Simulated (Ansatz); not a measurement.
# As2: the cost of one run

The runs use Ansatz 0.2.0, Gaussian basis; def2-QZVPP, all electrons in the functionals.

Plan: PBE, BLYP, r2SCAN, B97M-V, PBE0, B3LYP, at charge 0, triplet; charge 0, singlet; charge 0, quintet; charge 1, doublet; charge 1, quartet.

10 further runs of the same task are left out: 2 that didn't finish, 8 set aside as unsound or not needed. Runs told in other sessions of the task aren't counted.

## Step 1: The geometry

The geometry is a PBE0/def2-TZVP stationary point (not a proven minimum). No spin-orbit coupling is included. The filled d shell of As may be among the frozen orbitals whatever the setting's name suggests.

2 atoms, charge 0, spin multiplicity 3.

Atoms are counted from 1 here; the program's logs count them from 0.

Bond lengths: As1–As2 2.276 Å.

No dispersion term is added; B97M-V holds VV10 nonlocal correlation. B3LYP takes the VWN-RPA correlation.

The geometry shown and the zero of energy belong to the point charge 0, triplet. The yardstick, RCCSD(T), and other wave-function levels (R restricted, U unrestricted, valence and pair active spaces) come from earlier runs.

## Step 2: PBE, charge 0, triplet

File in.yaml:

```yaml
crystal:
  periodic: [false, false, false]
  atoms:
    - {symbol: As, position_ang: [0.000000, 0.000000, 0.000000]}
    - {symbol: As, position_ang: [0.000000, 0.000000, 2.275600]}
basis:
  gaussian: {orbitals: "def2-QZVPP.json"}
magnetization: {spin_polarized: true, initial_magnetization: 2}
hamiltonian: {xc: {name: PBE}}
output: {orbitals: {seedname: orbitals}}
```

The run is started by

```sh
> ansatz run in.yaml --threads 1 --pin off --events-out ev --progress --plain --max-ram 2393MiB
```

What time and memory should one allow on 1 thread of Arm Neoverse V2, shared host?

About 40 s, with a peak of 0.38 GiB.
